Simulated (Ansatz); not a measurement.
# LaF: the cost of one run

Computed with Ansatz 0.2.0 (DFT PBE, scalar-relativistic, plane waves, PAW, unless a step's input says otherwise).

**1. The starting structure**

Symmetry: P6_3/mmc, No. 194, hexagonal system. The conventional cell has a = 3.718 Å, b = 3.718 Å, c = 6.479 Å, α = 90.00°, β = 90.00°, γ = 120.00°. Around La (site symmetry -6m2) lie 6 F at 2.69 Å. F (site symmetry -3m) is surrounded by 6 La at 2.69 Å.

Structure file:

```xyz
4
Lattice="3.7183 0.0000 0.0000 -1.8591 3.2201 0.0000 0.0000 0.0000 6.4793" Properties=species:S:1:pos:R:3 pbc="T T T"
La    0.0000    2.1468    1.6198
La    1.8591    1.0734    4.8595
F     0.0000    0.0000    3.2397
F     0.0000    0.0000    0.0000
```

Recipe of the guess: species swapped into a database cell of BaO (P6_3/mmc, No. 194), with La on the Ba sites and F on the O sites. Lengths come from tabulated atomic sizes and are only a guess.

**2. A first look at the guess**

The input, input.yaml:

```yaml
crystal:
  lattice:
    - [3.71829178, 0.0, 0.0]
    - [-1.85914589, 3.22013514, 0.0]
    - [0.0, 0.0, 6.47934762]
  atoms:
    - { symbol: La, position: [0.33333333, 0.66666667, 0.25] }
    - { symbol: La, position: [0.66666667, 0.33333333, 0.75] }
    - { symbol: F, position: [0.0, 0.0, 0.5] }
    - { symbol: F, position: [0.0, 0.0, 0.0] }
basis:
  ecutwfc: 420
kpoints:
  mp_grid: { grid: [6, 6, 4] }
hamiltonian:
  xc: pbe
scf:
  occupations: { method: gaussian, width: 0.1 }
  lower_state_search: "off"
output:
  forces: true
  stress: true
  eigenvalues: true
```

Launch:

```sh
$ ansatz run input.yaml --threads 1 --pin off --max-ram 2560MiB --backend cpu --events-out ev --progress --plain --runs-dir out
```

What time and memory should one allow on 1 thread of Intel Xeon 6975P-C (Granite Rapids), shared host?

About 1.4 s, with a peak of 0.4 GiB.
